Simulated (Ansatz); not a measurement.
A run of Ansatz 0.2.0 is set up as follows.

File run.py:

```python
import json

import ase.io
import numpy as np

import ansatz as az

atoms = ase.io.read("Li2MnN2.cif")
atoms.info.pop("occupancy", None)
atoms.set_initial_magnetic_moments([4.0, 0.0, 0.0, 0.0, 0.0])

calculation = (
    az.Crystal.from_ase(atoms)
    .calculation()
    .kpoints(10, 10, 5)
    .functional("lda")
    .pseudopotentials(kind="nc", accuracy="standard")
    .hubbard(projectors="atomic", double_counting="fll")
    .hubbard("Mn", "d", u_eff=2.0)
    .spin("collinear")
    .occupations(method="fermi_dirac", width=0.05)
    .density()
    .potential()
    .output_files(volumetric_format="npy")
    .electron_localization_function()
    .forces()
    .stress()
    .band_table(publish=True)
)
outcome = calculation.run(threads=2, events_out="events.jsonl")

report = outcome.report
for line in open("events.jsonl"):
    event = json.loads(line)
    if event["event"] == "scf_iter":
        d = event["data"]
        print(f"SCF {d['iter']:3d}  HF = {d['harris_foulkes_ev']:.6f} eV  dr2 = {d['dr2_ev']:.2e} eV")
    elif event["event"] in ("relax_step", "md_step"):
        d = event["data"]
        print(f"{event['event']} {d['step']:3d}  E = {d['lagrangian_ev']:.6f} eV")
np.set_printoptions(precision=5, suppress=True, linewidth=110)
print("converged:", report["converged"], "after", report["n_iterations"], "iterations")
print(f"free energy {report['free_energy_ev']:.6f} eV, Fermi level {report['fermi_energy_ev']:.4f} eV")
for key in ("band_edges_ev", "magnetization_mub", "site_moments_mub", "site_moments_nc_mub", "forces_ev_ang",
                "stress_gpa"):
    if report.get(key) is not None:
        print(key, np.array(report[key]), sep="\n")
```

File Li2MnN2.cif:

```cif
data_Li2MnN2
_cell_length_a 3.02631087
_cell_length_b 3.02631087
_cell_length_c 5.42321500
_cell_angle_alpha 90.00000000
_cell_angle_beta 90.00000000
_cell_angle_gamma 120.00000000
_space_group_name_H-M_alt 'P-3m1'
_space_group_name_Hall '-P 3 2"'
_space_group_IT_number 164
loop_
_space_group_symop_operation_xyz
'x,y,z'
'-x,-y,-z'
'-y,x-y,z'
'y,-x+y,-z'
'-x+y,-x,z'
'x-y,x,-z'
'y,x,-z'
'-y,-x,z'
'x-y,-y,-z'
'-x+y,y,z'
'-x,-x+y,-z'
'x,x-y,z'
loop_
_atom_site_label
_atom_site_type_symbol
_atom_site_symmetry_multiplicity
_atom_site_Wyckoff_symbol
_atom_site_fract_x
_atom_site_fract_y
_atom_site_fract_z
_atom_site_occupancy
Mn1 Mn 1 a 0.0000000000 0.0000000000 0.0000000000 1
N1 N 2 d 0.3333333333 0.6666666667 0.1993190000 1
Li1 Li 2 d 0.3333333333 0.6666666667 0.6462630000 1
```

Potentials or basis: PseudoDojo standard.

Run with:

```bash
$ python run.py
```

(1) Estimate the largest force.

(2) Estimate the site moments.

Answers

(1) 0.319 eV/Å.

(2) Mn +2.73; N -0.04; Li -0.00 μB.

Caveat: the magnetic or orbital state may not be the lowest; a cell with one magnetic atom can't hold antiferromagnetic order, which such compounds often take.
